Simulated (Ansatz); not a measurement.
**CHNSe (SMILES N=C=[Se]): single points off equilibrium**

Aim: energy, forces and dipole at a structure displaced at random from a GFN2-xTB minimum, from CCSD(T) and from density functionals.

The runs use Ansatz 0.2.0, Gaussian basis; single points in def2-TZVPP.

Correlated methods freeze the cores. Filled d shells of the heavier atoms are correlated.

### 1 Where the work starts

SMILES `N=C=[Se]`, 4 atoms, charge 0, spin multiplicity 1.

Atoms are counted from 1 here; the program's logs count them from 0.

Bond lengths: N1–C2 1.345 Å, N1–H4 1.012 Å, C2–Se3 1.763 Å. Angles: C2–N1–H4 123.9°, N1–C2–Se3 165.2°.

Coordinates:

```xyz
4

N    -0.4733    0.5166   -0.6762
C     0.2940   -0.2235    0.1440
Se    1.6353   -1.0209    0.9653
H    -1.4717    0.6358   -0.5611
```

### 2 CCSD(T)/def2-TZVPP

Contents of run/in.yaml:

```yaml
crystal:
  periodic: [false, false, false]
  atoms:
    - {symbol: N, position_ang: [-0.473300, 0.516600, -0.676200]}
    - {symbol: C, position_ang: [0.294000, -0.223500, 0.144000]}
    - {symbol: Se, position_ang: [1.635300, -1.020900, 0.965300]}
    - {symbol: H, position_ang: [-1.471700, 0.635800, -0.561100]}
basis:
  gaussian: {orbitals: def2-TZVPP}
correlation: {method: ccsd_t}
output: {forces: true}
```

Command:

```
> ansatz run in.yaml --threads 4 --pin off --events-out ev --progress --plain --max-ram 5222MiB
```

### 3 PBE0-D4/def2-TZVPP

run/in.yaml, as its differences from that of step 2:

```diff
@@ -9,3 +9,3 @@
   gaussian: {orbitals: def2-TZVPP}
-correlation: {method: ccsd_t}
-output: {forces: true}
+hamiltonian: {xc: pbe0, dispersion: d4}
+output: {forces: true, orbitals: {seedname: orbitals}}
```

### 4 wB97M-V/def2-TZVPP

run/in.yaml, as its differences from that of step 3:

```diff
@@ -9,3 +9,3 @@
   gaussian: {orbitals: def2-TZVPP}
-hamiltonian: {xc: pbe0, dispersion: d4}
-output: {forces: true, orbitals: {seedname: orbitals}}
+hamiltonian: {xc: {name: wB97M-V}}
+output: {forces: true}
```

### 5 r2SCAN-D4/def2-TZVPP

run/in.yaml, as its differences from that of step 4:

```diff
@@ -9,3 +9,3 @@
   gaussian: {orbitals: def2-TZVPP}
-hamiltonian: {xc: {name: wB97M-V}}
+hamiltonian: {xc: r2scan, dispersion: d4}
 output: {forces: true}
```

### 6 PBE-D4/def2-TZVPP

run/in.yaml, as its differences from that of step 5:

```diff
@@ -9,3 +9,3 @@
   gaussian: {orbitals: def2-TZVPP}
-hamiltonian: {xc: r2scan, dispersion: d4}
+hamiltonian: {xc: pbe, dispersion: d4}
 output: {forces: true}
```

### 7 CAM-B3LYP-D4/def2-TZVPP

run/in.yaml, as its differences from that of step 6:

```diff
@@ -9,3 +9,3 @@
   gaussian: {orbitals: def2-TZVPP}
-hamiltonian: {xc: pbe, dispersion: d4}
+hamiltonian: {xc: {name: CAM-B3LYP}, dispersion: d4}
 output: {forces: true}
```

### 8 HSE06-D4/def2-TZVPP

run/in.yaml, as its differences from that of step 7:

```diff
@@ -9,3 +9,3 @@
   gaussian: {orbitals: def2-TZVPP}
-hamiltonian: {xc: {name: CAM-B3LYP}, dispersion: d4}
+hamiltonian: {xc: hse06, dispersion: d4}
 output: {forces: true}
```

(Steps that only read results are left out.)

Q: Predict the outcome of this session. Wanted: energy less free atoms, CCSD(T)/def2-TZVPP; RMS force component; RMS force error; HOMO and LUMO, PBE0-D4; T1 diagnostic.

**Answer**, as computed:

```
                                  quantity                                                                                                 value
energy less free atoms, CCSD(T)/def2-TZVPP                                                                                       -329.9 kcal/mol
                       RMS force component                                                                  2.673 to 3.180 eV/Å over the methods
                           RMS force error  PBE0-D4 0.382, wB97M-V 0.453, r2SCAN-D4 0.201, PBE-D4 0.124, CAM-B3LYP-D4 0.503, HSE06-D4 0.370 eV/Å
                    HOMO and LUMO, PBE0-D4                                                                                    -7.33 and -2.26 eV
                             T1 diagnostic                                                                                                 0.020
```

In words: Against CCSD(T) the functionals' energies less atoms differ by -43.7 to -10.0 kcal/mol, PBE-D4 by -43.7 kcal/mol. A larger basis would deepen the CCSD(T) value, while the functionals are nearly converged already, so the order here is not reliable. For forces PBE-D4 does best and CAM-B3LYP-D4 worst. Frozen-core CCSD(T) forces in triple zeta carry basis errors of their own, and this is one geometry, so small gaps rank nothing.
